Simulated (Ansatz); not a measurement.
# Trans-NiH2(PH3)2 (NiP2H8): the relaxed shape and its frontier levels

What does trans-NiH2(PH3)2 (NiP2H8) look like as a singlet, and where do its frontier electrons sit?

The runs use Ansatz 0.2.0, Gaussian basis; RKS PBE0-D4/def2-TZVP.

The runs, in order: relaxation at PBE-D4/def2-SVP; a search for the lowest solution at PBE0-D4/def2-SVP; a single point at PBE0-D4/def2-TZVP; harmonic vibrations at PBE-D4/def2-SVP.

### 1 Where the work starts

11 atoms, charge 0, spin multiplicity 1.

Atoms are counted from 1 here; the program's logs count them from 0.

Bond lengths: Ni1–H2 1.490 Å, Ni1–P3 2.105 Å, Ni1–H7 1.496 Å, Ni1–P8 2.104 Å, P3–H4 1.384 Å, P3–H5 1.383 Å, P3–H6 1.385 Å, P8–H9 1.384 Å, P8–H10 1.383 Å, P8–H11 1.385 Å. Angles: H2–Ni1–P3 90.6°, H2–Ni1–H7 180.0°, H2–Ni1–P8 90.5°, P3–Ni1–H7 89.4°, P3–Ni1–P8 179.0°, H7–Ni1–P8 89.6°, Ni1–P3–H4 123.4°, Ni1–P3–H5 115.0°, Ni1–P3–H6 124.5°, H4–P3–H5 96.2°, H4–P3–H6 95.1°, H5–P3–H6 96.1°, Ni1–P8–H9 123.6°, Ni1–P8–H10 114.9°, Ni1–P8–H11 124.4°, H9–P8–H10 96.2°, H9–P8–H11 95.1°, H10–P8–H11 96.0°.

Formally the metal is d8. No spin-orbit coupling is included.

The start is a GFN2-xTB geometry.

### 2 Optimising with PBE-D4/def2-SVP

in.yaml reads:

```yaml
crystal:
  periodic: [false, false, false]
  atoms:
    - {symbol: Ni, position_ang: [0.024270, -0.000180, -0.002150]}
    - {symbol: H, position_ang: [1.514270, 0.001400, 0.021090]}
    - {symbol: P, position_ang: [0.000240, 2.103370, 0.058260]}
    - {symbol: H, position_ang: [-0.987970, 2.835110, 0.693240]}
    - {symbol: H, position_ang: [-0.121120, 2.722720, -1.172310]}
    - {symbol: H, position_ang: [1.047200, 2.887000, 0.513800]}
    - {symbol: H, position_ang: [-1.471270, -0.000630, -0.025120]}
    - {symbol: P, position_ang: [0.010250, -2.103120, -0.058860]}
    - {symbol: H, position_ang: [-0.969990, -2.846030, -0.693740]}
    - {symbol: H, position_ang: [-0.110290, -2.718570, 1.173750]}
    - {symbol: H, position_ang: [1.064390, -2.881060, -0.507960]}
basis:
  gaussian: {orbitals: def2-SVP}
hamiltonian: {xc: pbe, dispersion: d4}
scf: {omitted_lower_state_checks: [starts]}
output: {orbitals: {seedname: orbitals}}
relax: {f_tol: 0.02, max_steps: 100}
```

Launch:

```bash
ansatz run in.yaml --threads 2 --pin off --events-out ev --progress --plain --max-ram 4352MiB
```

Further steps of the session: Searching for the lowest solution, PBE0-D4/def2-SVP; Single point, PBE0-D4/def2-TZVP; Harmonic vibrations.

Before running them: what should the planned runs give, taken together? Wanted: point group; donor atoms of the metal; HOMO, LUMO at PBE0-D4/def2-TZVP; charge on the metal; dipole at PBE-D4/def2-SVP; lowest, highest wavenumber.

**Answer**, as computed:

| quantity | value |
| --- | --- |
| point group | C2v |
| donor atoms of the metal | H 1.51, P 2.09, H 1.53, P 2.09 Å |
| HOMO, LUMO at PBE0-D4/def2-TZVP | -6.38, -0.58 eV |
| charge on the metal (Mulliken, PBE-D4/def2-SVP) | -0.04 e |
| dipole at PBE-D4/def2-SVP | 0.61 D |
| lowest, highest wavenumber | 69, 2345 cm⁻¹ |

**Reading.** The molecule keeps its bonding pattern by the stored test; the atoms moved 0.39 Å (rms). The metal has 4 donor atoms, from 1.51 to 2.09 Å. The Mulliken charge of the metal, -0.04 e, depends on the basis and isn't its oxidation state. All wavenumbers are real: a minimum at this level. Whether this spin is the lowest isn't tested here.
